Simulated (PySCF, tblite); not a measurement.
**C₄H₁₂FNSi₂: geometry, infrared bands and NMR shifts**

Aim: predict the infrared bands and NMR shifts of C₄H₁₂FNSi₂ (`C=NC([SiH3])([SiH3])CCF`).

Programs: tblite 0.8.0 and PySCF 2.14.0, with density-fitted response routines of our own. Each step states its level of theory. These are calculated values for one molecule in the gas phase, unless marked as measured. Atoms count from 0, in the outputs and in this text.

## (1) The molecule as given

20 atoms, charge 0, multiplicity 1; geometry from: force field or distance geometry start.

Bonds of the start (Å): C0–N1 1.28, N1–C2 1.51, C2–Si3 1.94, C2–Si4 1.94, C2–C5 1.54, C5–C6 1.53, C6–F7 1.36, C0–H8 1.10, C0–H9 1.11, Si3–H10 1.49, Si3–H11 1.48, Si3–H12 1.49, Si4–H13 1.48, Si4–H14 1.50, Si4–H15 1.49, C5–H16 1.09, C5–H17 1.10, C6–H18 1.09, C6–H19 1.08.

## (2) Optimising the geometry with GFN2-xTB

The job: settings as JSON, then the geometry in Å.

```
{"job": {"kind": "relax", "xc": "GFN2-xTB", "basis": "xTB"}, "charge": 0, "multiplicity": 1}
C     -1.447500    -0.124300    -1.864300
N     -0.766800     0.693200    -1.159100
C     -0.221300     0.220100     0.162800
Si     0.621500     1.767500     0.985600
Si    -1.627700    -0.044900     1.465200
C      0.710300    -0.993600    -0.004400
C      1.835000    -0.811100    -1.025400
F      2.544700    -1.975400    -1.072600
H     -1.850200     0.211700    -2.832900
H     -1.694700    -1.161100    -1.570800
H      1.188700     1.371300     2.310800
H      1.760900     2.189800     0.147600
H     -0.312600     2.911000     1.169100
H     -1.059200    -0.446400     2.770500
H     -2.512800     1.152500     1.607800
H     -2.479300    -1.166100     0.991800
H      0.142700    -1.879700    -0.290300
H      1.171200    -1.268600     0.960700
H      2.534400    -0.021500    -0.735200
H      1.457500    -0.613700    -2.019900
```

Started as:

```console
$ OMP_NUM_THREADS=1 python probes_run.py task.json out
```

The driver reads the jobs from task.json and runs them one after another.

**Question.** This job is followed by: GFN2-xTB harmonic vibrations, gas phase; GIAO PBE0/pcSseg-1 NMR shielding, non-relativistic, gas phase. What will the session give for the following? strongest single infrared mode (GFN2-xTB); zero-point energy (GFN2-xTB); 13C shifts against TMS (PBE0/pcSseg-1); 1H shifts against TMS (PBE0/pcSseg-1, means over atoms taken as alike); 15N shifts against NH3 (PBE0/pcSseg-1); 29Si shifts against TMS (PBE0/pcSseg-1, means over atoms taken as alike); 19F shifts against CFCl3 (PBE0/pcSseg-1).

The runs gave:

```
                                                                quantity                             value
                               strongest single infrared mode (GFN2-xTB)              777 cm⁻¹, 694 km/mol
                                            zero-point energy (GFN2-xTB)                     89.4 kcal/mol
                                  13C shifts against TMS (PBE0/pcSseg-1)       146.3, 80.9, 51.6, 31.5 ppm
  1H shifts against TMS (PBE0/pcSseg-1, means over atoms taken as alike)  7.72, 7.36, 4.75, 3.97, 2.43 ppm
                                  15N shifts against NH3 (PBE0/pcSseg-1)                         405.5 ppm
29Si shifts against TMS (PBE0/pcSseg-1, means over atoms taken as alike)                         -57.7 ppm
                                19F shifts against CFCl3 (PBE0/pcSseg-1)                        -251.0 ppm
```

The optimisation took 98 steps and gained 0.472 eV; among the close pairs (by a distance rule), N1–C2 changed most, from 1.506 to 1.417 Å. No mode is imaginary among the 54: a minimum at this level. The strongest single mode, at 777 cm⁻¹, is spread over several atoms, H10, H11, H15, H14 among them. Unscaled tight-binding wavenumbers are off by several per cent, some by more. Its intensities can rank the bands wrongly. At PBE0/pcSseg-1: The largest span, 784 ppm, is at N1, where the paramagnetic term is -470 ppm.
